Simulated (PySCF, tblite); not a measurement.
# CH5AlO3, a small molecule taken as a stand-in for a surface group (alumina monomer): NMR shifts, core binding energies and electronic excitations

What NMR shifts, core binding energies and electronic excitations should one expect for `C[O][Al]([OH])[OH]`?

Computed with tblite 0.8.0 and PySCF 2.14.0; each step states its level. No surroundings beyond the atoms listed, unless a continuum is named. Atoms count from 0, parts from 1.

### Step 1. Starting point

10 atoms, charge 0, multiplicity 1; geometry: distance geometry start.

### Step 2. Relaxing the cluster with GFN2-xTB

What the job is given:

```
{"job": {"kind": "relax", "xc": "GFN2-xTB", "basis": "xTB"}, "charge": 0, "multiplicity": 1}
O      2.212045    -2.151419     0.186114
Al     1.097258    -2.139331    -1.354006
O      0.294067    -3.770976    -1.791114
O      0.127396    -0.604138    -1.638756
C      0.076708     0.485603    -0.759381
H      2.159334    -1.521128     0.871215
H      0.415989    -4.592078    -1.322321
H     -0.539618     0.285384     0.051665
H      1.025963     0.699351    -0.414224
H     -0.290592     1.329487    -1.277852
```

Method: GFN2-xTB geometry optimisation, gas phase.

Launch:

```console
> OMP_NUM_THREADS=1 python cluster_run.py task.json out
```

One launch serves the whole session: the jobs run in the order shown.

**Question.** The jobs that follow are: PBE0-D3(BJ)/def2-SVP geometry optimisation, gas phase; GIAO PBE0/pcSseg-2 NMR shielding, non-relativistic, gas phase; delta-SCF UKS SCAN, pcX-2 on the ionised atom, pcseg-1 elsewhere, spin-free X2C; TDDFT CAM-B3LYP/def2-SVPD, vertical, gas phase, core orbitals frozen in the response. Predict: point group; rotational constants (main isotopes); 13C shifts against TMS (PBE0/pcSseg-2); 1H shifts against TMS (PBE0/pcSseg-2, means over atoms taken as alike); 17O shifts against H2O (PBE0/pcSseg-2); 27Al shifts against AlH4- (PBE0/pcSseg-2); O1s binding energies, SCAN/pcX-2; Al2p binding energies, SCAN/pcX-2; C1s binding energies, SCAN/pcX-2; lowest singlet (CAM-B3LYP/def2-SVPD); brightest single state of those computed; lowest triplet; vertical ionisation energy (ΔSCF); vertical electron affinity (ΔSCF).

As calculated:

| quantity | value |
| --- | --- |
| point group | Cs |
| rotational constants (main isotopes) | 6.29, 2.75, 1.94 GHz |
| 13C shifts against TMS (PBE0/pcSseg-2) | 55.0 ppm |
| 1H shifts against TMS (PBE0/pcSseg-2, means over atoms taken as alike) | 3.93, 3.72, 0.90, 0.84 ppm |
| 17O shifts against H2O (PBE0/pcSseg-2) | 5.9, 2.0, -5.1 ppm |
| 27Al shifts against AlH4- (PBE0/pcSseg-2) | 14.3 ppm |
| O1s binding energies, SCAN/pcX-2 | O0 538.21, O2 538.21, O3 537.72 eV |
| Al2p binding energies, SCAN/pcX-2 | Al1 81.01 eV |
| C1s binding energies, SCAN/pcX-2 | C4 292.29 eV |
| lowest singlet (CAM-B3LYP/def2-SVPD) | 6.43 eV (193 nm), f = 0.000 |
| brightest single state of those computed | state 4, 7.83 eV, f = 0.122 |
| lowest triplet | 6.19 eV |
| vertical ionisation energy (ΔSCF) | 10.69 eV |
| vertical electron affinity (ΔSCF) | -0.51 eV (unbound: the value hangs on the basis) |

In words: The start of the PBE0/def2-SVP relaxation was shaken at random by about 0.01 Å, so part of the energy gained, and of the first lengths quoted, undoes that. Over 7 steps the energy fell by 0.110 eV; of the close pairs, Al1–O3 changed most, 1.656 to 1.688 Å (PBE0/def2-SVP). Hydrogens of an XH3 group are listed apart at this fixed geometry; free rotation makes them one line at their mean. At PBE0/pcSseg-2: The largest span, 112 ppm, is at Al1, where the paramagnetic term is -323 ppm. At SCAN/pcX-2: O0 (oxygen bonded to Al, H) binds its O1s electron 0.49 eV more tightly than O3 (oxygen bonded to C, Al). The first singlet state (HOMO→LUMO 0.89) lies at 6.43 eV and is dark; of the 6 states computed, the strongest absorption comes from states 4 to 5 together at 7.83 eV (the last state computed absorbs too, and its partners may lie past the list). The lowest triplet lies 0.23 eV below the lowest singlet (triplets in Tamm-Dancoff, singlets in full TDDFT). ΔSCF puts the ionisation energy at 10.69 eV, 1.07 eV above −ε(HOMO).
